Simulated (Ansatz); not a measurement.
# C2H5ClF2Si: the cost of one run

Method: the settings change from run to run; program: Ansatz 0.2.0, Gaussian basis.

### Step 1. The geometry

The geometry comes from an earlier relaxation with PBE0-D4 in a triple-zeta def2 set; it is a stationary point, not always the lowest conformer.

11 atoms, charge 0, spin multiplicity 1.

Atoms are counted from 1 here; the program's logs count them from 0.

Bond lengths: C1–C2 1.529 Å, C1–H7 1.092 Å, C1–H8 1.092 Å, C1–H9 1.092 Å, C2–Si3 1.839 Å, C2–H10 1.095 Å, C2–H11 1.095 Å, Si3–F4 1.584 Å, Si3–F5 1.584 Å, Si3–Cl6 2.030 Å. Angles: C2–C1–H7 111.4°, C2–C1–H8 110.8°, C2–C1–H9 111.4°, H7–C1–H8 107.7°, H7–C1–H9 107.6°, H8–C1–H9 107.7°, C1–C2–Si3 113.5°, C1–C2–H10 111.0°, C1–C2–H11 111.0°, Si3–C2–H10 107.5°, Si3–C2–H11 107.5°, H10–C2–H11 106.0°, C2–Si3–F4 111.0°, C2–Si3–F5 111.0°, C2–Si3–Cl6 112.6°, F4–Si3–F5 106.2°, F4–Si3–Cl6 107.8°, F5–Si3–Cl6 107.8°.

### Step 2. wB97X-V/cc-pVTZ-DK

Options: the search for lower states set to full.

The input, in.yaml:

```yaml
crystal:
  periodic: [false, false, false]
  atoms:
    - {symbol: C, position_ang: [0.335612, -0.977561, -1.037821]}
    - {symbol: C, position_ang: [0.703033, 0.000616, 0.078846]}
    - {symbol: Si, position_ang: [-0.753967, 0.824695, 0.840908]}
    - {symbol: F, position_ang: [-1.751601, -0.240285, 1.456106]}
    - {symbol: F, position_ang: [-1.581382, 1.631021, -0.242217]}
    - {symbol: Cl, position_ang: [-0.236795, 2.118098, 2.317898]}
    - {symbol: H, position_ang: [-0.190734, -0.474679, -1.851701]}
    - {symbol: H, position_ang: [1.230724, -1.440283, -1.458062]}
    - {symbol: H, position_ang: [-0.310043, -1.778022, -0.670769]}
    - {symbol: H, position_ang: [1.369496, 0.786368, -0.292216]}
    - {symbol: H, position_ang: [1.250956, -0.506966, 0.879727]}
basis:
  gaussian: {orbitals: cc-pVTZ-DK}
hamiltonian: {xc: {name: wB97X-V}}
scf: {lower_state_search: full}
```

Run with:

```bash
> ansatz run in.yaml --threads 4 --pin off --events-out ev --progress --plain --max-ram 10444MiB
```

What time and memory should one allow on 4 threads of Arm Neoverse V1, shared host?

About 11 s, with a peak of 0.75 GiB.
